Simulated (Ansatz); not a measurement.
# C₈H₂₄GeO₂Si₂: a ladder of functionals and wavefunction methods

The task here is to estimate one member of a computed series from the others.

Computed with Ansatz 0.2.0, Gaussian basis. Level: functionals in def2-TZVPP, the program's frozen cores in correlated methods.

Levels to be run: LDA (SPW92), PBE-D4, revPBE-D4, BLYP-D4, r2SCAN-D4, B97M-V, PBE0-D4, B3LYP-D4, r2SCANh-D4, r2SCAN0-D4, HSE06-D4, BHLYP-D4, CAM-B3LYP-D4, LC-ωPBE, ωB97X-V, ωB97M-V, B2PLYP, PBE-QIDH; CCSD(T)/def2-SVP; CCSD(T)/def2-TZVPP; MP2/def2-QZVPP; extrapolation to the limit.

## Structure used throughout

An earlier PBE0-D4 in a triple-zeta def2 set relaxation fixed the geometry.

SMILES `C[O][Ge]([O]C)([Si](C)(C)C)[Si](C)(C)C`, 37 atoms, charge 0, spin multiplicity 1.

Atoms are counted from 1 here; the program's logs count them from 0.

Bond lengths: C1–O2 1.404 Å, C1–H14 1.094 Å, C1–H15 1.099 Å, C1–H16 1.097 Å, O2–Ge3 1.805 Å, Ge3–O4 1.805 Å, Ge3–Si6 2.401 Å, Ge3–Si10 2.401 Å, O4–C5 1.404 Å, C5–H17 1.099 Å, C5–H18 1.094 Å, C5–H19 1.097 Å, Si6–C7 1.877 Å, Si6–C8 1.874 Å, Si6–C9 1.879 Å, C7–H20 1.094 Å, C7–H21 1.093 Å, C7–H22 1.093 Å and more. Angles: O2–C1–H14 108.5°, O2–C1–H15 112.1°, O2–C1–H16 112.3°, H14–C1–H15 107.7°, H14–C1–H16 108.1°, H15–C1–H16 107.9°, C1–O2–Ge3 118.9°, O2–Ge3–O4 105.8°, O2–Ge3–Si6 101.8°, O2–Ge3–Si10 112.8°, O4–Ge3–Si6 112.8°, O4–Ge3–Si10 101.8°, Si6–Ge3–Si10 121.2°, Ge3–O4–C5 118.9°, O4–C5–H17 112.1°, O4–C5–H18 108.5°, O4–C5–H19 112.3°, H17–C5–H18 107.7° and more.

Set-up of the first run:

Input file in.yaml:

```yaml
crystal:
  periodic: [false, false, false]
  atoms:
    - {symbol: C, position_ang: [-2.938279, -0.949128, 0.755432]}
    - {symbol: O, position_ang: [-1.911447, -0.036161, 1.043477]}
    - {symbol: Ge, position_ang: [-0.524726, 0.107614, -0.102422]}
    - {symbol: O, position_ang: [-1.232587, 0.678161, -1.661323]}
    - {symbol: C, position_ang: [-1.867597, 1.929602, -1.700624]}
    - {symbol: Si, position_ang: [0.829497, 1.775222, 0.969667]}
    - {symbol: C, position_ang: [2.004460, 2.516706, -0.292754]}
    - {symbol: C, position_ang: [-0.271207, 3.090492, 1.724708]}
    - {symbol: C, position_ang: [1.805138, 0.898484, 2.314549]}
    - {symbol: Si, position_ang: [0.390535, -2.021950, -0.727976]}
    - {symbol: C, position_ang: [0.653522, -3.054757, 0.817394]}
    - {symbol: C, position_ang: [2.040829, -1.679832, -1.557883]}
    - {symbol: C, position_ang: [-0.768305, -2.878611, -1.925793]}
    - {symbol: H, position_ang: [-3.745810, -0.802690, 1.478612]}
    - {symbol: H, position_ang: [-2.599505, -1.991779, 0.838209]}
    - {symbol: H, position_ang: [-3.351598, -0.807303, -0.251270]}
    - {symbol: H, position_ang: [-1.155955, 2.758250, -1.575472]}
    - {symbol: H, position_ang: [-2.345757, 2.045616, -2.677580]}
    - {symbol: H, position_ang: [-2.640729, 2.028922, -0.928103]}
    - {symbol: H, position_ang: [2.653366, 3.263226, 0.174997]}
    - {symbol: H, position_ang: [1.458868, 3.005206, -1.103648]}
    - {symbol: H, position_ang: [2.642943, 1.749028, -0.737409]}
    - {symbol: H, position_ang: [-1.026499, 2.629486, 2.365296]}
    - {symbol: H, position_ang: [-0.791770, 3.661859, 0.952789]}
    - {symbol: H, position_ang: [0.315588, 3.789584, 2.328289]}
    - {symbol: H, position_ang: [2.433260, 1.607650, 2.862026]}
    - {symbol: H, position_ang: [1.135286, 0.417986, 3.031951]}
    - {symbol: H, position_ang: [2.458935, 0.129051, 1.895358]}
    - {symbol: H, position_ang: [1.325196, -2.553062, 1.518716]}
    - {symbol: H, position_ang: [1.095161, -4.023304, 0.564342]}
    - {symbol: H, position_ang: [-0.290073, -3.239926, 1.336234]}
    - {symbol: H, position_ang: [1.911603, -1.037497, -2.432498]}
    - {symbol: H, position_ang: [2.735379, -1.184042, -0.874526]}
    - {symbol: H, position_ang: [2.507974, -2.611924, -1.889820]}
    - {symbol: H, position_ang: [-0.312522, -3.790466, -2.323485]}
    - {symbol: H, position_ang: [-1.004719, -2.216641, -2.762001]}
    - {symbol: H, position_ang: [-1.707955, -3.152073, -1.440461]}
basis:
  gaussian: {orbitals: def2-TZVPP}
hamiltonian: {xc: lda}
output: {orbitals: {seedname: orbitals}}
```

Command:

```sh
$ ansatz run in.yaml --threads 11 --pin off --events-out ev --progress --plain --max-ram 174080MiB --backend cuda --devices 0, --max-vram 75GiB
```

Steps of the session up to this table: LDA; PBE-D4 (GGA); revPBE-D4 (GGA); BLYP-D4 (GGA); r2SCAN-D4 (meta-GGA); B97M-V (meta-GGA); PBE0-D4 (hybrid); B3LYP-D4 (hybrid); r2SCANh-D4 (hybrid); r2SCAN0-D4 (hybrid); HSE06-D4 (hybrid); BHLYP-D4 (hybrid); CAM-B3LYP-D4 (range-separated); LC-ωPBE (range-separated); ωB97X-V (range-separated); ωB97M-V (range-separated); B2PLYP (double hybrid); PBE-QIDH (double hybrid).

One table of the session follows, with a row left open; its other results are not shown here.

It belongs to the step «Orbital energies across the functionals». 

```
  functional  HOMO (eV)  gap (eV)
 LDA (SPW92)      -5.47      4.57
      PBE-D4      -5.36      4.72
   revPBE-D4      -5.31      4.81
     BLYP-D4      -5.24      4.76
   r2SCAN-D4      -5.58      5.16
      B97M-V      -5.69      5.13
     PBE0-D4      -6.48      6.66
    B3LYP-D4      -6.30      6.30
  r2SCANh-D4      -6.00      5.87
  r2SCAN0-D4      -6.62      6.92
    HSE06-D4          ?         ?
    BHLYP-D4      -7.50      8.57
CAM-B3LYP-D4      -7.72      8.92
     LC-ωPBE      -8.93     11.27
     ωB97X-V      -8.66     10.79
     ωB97M-V      -8.46     10.32
```

**Question.** Estimate the row for HSE06-D4.

As computed: HOMO (eV): -6.10; gap (eV): 5.91. In the column «HOMO (eV)» it lies between B3LYP-D4 (-6.30) and r2SCANh-D4 (-6.00).
